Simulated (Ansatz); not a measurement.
# ZrSn3O8: the band gap up the ladder of functionals

An exercise on one series of results from a longer session: the logs are not shown, and one member is left open.

Code: Ansatz 0.2.0. PAW datasets, plane waves. No spin polarisation and no zero-point or thermal motion; the cell was built from a prototype and may be hypothetical.

## The cell

The cell was relaxed beforehand with r2SCAN.

It is orthorhombic, Cmmm (No. 65); conventional cell a = 7.261 Å, b = 10.154 Å, c = 3.550 Å, 10.91 Å³ an atom. Sn has 8 O at 2.18–2.21 Å; O has 3 Sn at 2.18–2.21 Å and 1 Zr at 2.22 Å; Zr has 8 O at 2.19–2.22 Å; O has 4 Sn at 2.18–2.21 Å; O has 2 Zr at 2.19 Å and 2 Sn at 2.21 Å.

The structure in full:

```xyz
12
Lattice="3.6305 -5.0772 0.0000 3.6305 5.0772 0.0000 0.0000 0.0000 3.5502" Properties=species:S:1:pos:R:3 pbc="T T T"
Sn    1.8152    2.5386    0.0000
O     1.8057   -1.2695    1.7751
O     1.8057    1.2695    1.7751
Zr    3.6305    0.0000    1.7751
O     3.6305   -3.8047    0.0000
O     3.6305   -1.2837    0.0000
Sn    0.0000    0.0000    1.7751
O     3.6305    1.2837    0.0000
O     3.6305    3.8047    0.0000
Sn    1.8152   -2.5386    0.0000
O     5.4553   -1.2695    1.7751
O     5.4553    1.2695    1.7751
```

Set-up of the first run:

input.yaml reads:

```yaml
crystal:
  lattice:
    - [3.6304674258, -5.077208347, 0.0]
    - [3.6304674258, 5.077208347, 0.0]
    - [0.0, 0.0, 3.550216644]
  atoms:
    - { symbol: Sn, position: [0.0, 0.5, 0.0] }
    - { symbol: O, position: [0.3737037102, 0.1236571632, 0.5] }
    - { symbol: O, position: [0.1236571632, 0.3737037102, 0.5] }
    - { symbol: Zr, position: [0.5, 0.5, 0.5] }
    - { symbol: O, position: [0.8746879344, 0.1253120656, 0.0] }
    - { symbol: O, position: [0.6264211578, 0.3735788422, 0.0] }
    - { symbol: Sn, position: [0.0, 0.0, 0.5] }
    - { symbol: O, position: [0.3735788422, 0.6264211578, 0.0] }
    - { symbol: O, position: [0.1253120656, 0.8746879344, 0.0] }
    - { symbol: Sn, position: [0.5, 0.0, 0.0] }
    - { symbol: O, position: [0.8763428368, 0.6262962898, 0.5] }
    - { symbol: O, position: [0.6262962898, 0.8763428368, 0.5] }
kpoints:
  mp_grid: { grid: [4, 4, 8] }
  band_path:
    path:
      - [[0.0, 0.0, 0.0], [-0.5, 0.5, 9.350004170111e-35], [-0.3778248014425, 0.6221751985575, 3.329845896751e-19]]
      - [[0.3778248014425, 0.3778248014425, 1.02974939237e-18], [0.0, 0.0, 0.0], [-2.478055860987e-35, -5.300462656509e-35, 0.5], [0.3778248014425, 0.3778248014425, 0.5]]
      - [[-0.3778248014425, 0.6221751985575, 0.5], [-0.5, 0.5, 0.5], [-0.5, 0.5, 9.350004170111e-35]]
      - [[0.0, 0.0, 0.0], [1.855919637741e-17, 0.5, 6.813669910228e-19], [1.92746243394e-17, 0.5, 0.5], [-2.478055860987e-35, -5.300462656509e-35, 0.5], [-0.5, 0.5, 0.5]]
    npoints: 10
hamiltonian:
  xc: pbe
scf:
  occupations: { method: fermi_dirac, width: 0.02 }
  n_extra_bands: 7
output:
  forces: true
  stress: true
  eigenvalues: true
```

Among the steps run: Band structure with PBE; r2SCAN; HSE06 at the same geometry; PBE+SOC at the same geometry; PBE0.

One table of the session follows, with a row left open; its other results are not shown here.

| level | gap (eV) |
| --- | --- |
| PBE | 1.06 |
| r2SCAN | 1.57 |
| HSE06 | 2.42 |
| PBE+SOC | 1.07 |
| PBE0 | ? |

Estimate the missing values for PBE0.

As computed: gap (eV): 3.13. In the column «gap (eV)» it is the highest.

Meshes: PBE 4×4×8, r2SCAN 4×4×8, HSE06 4×4×4, PBE+SOC 4×4×8, PBE0 4×4×4

The gap runs from 1.06 eV (PBE) to 3.13 eV (PBE0). Against HSE06, PBE is short by 1.36 eV, at 44 % of it, and r2SCAN 65 %. PBE0 lies 0.71 eV above HSE06, which differs from it by screening the long-range exchange.

Caveats from the session: Warnings in the runs' records: stress scf threshold loose, stress exchange threshold loose.
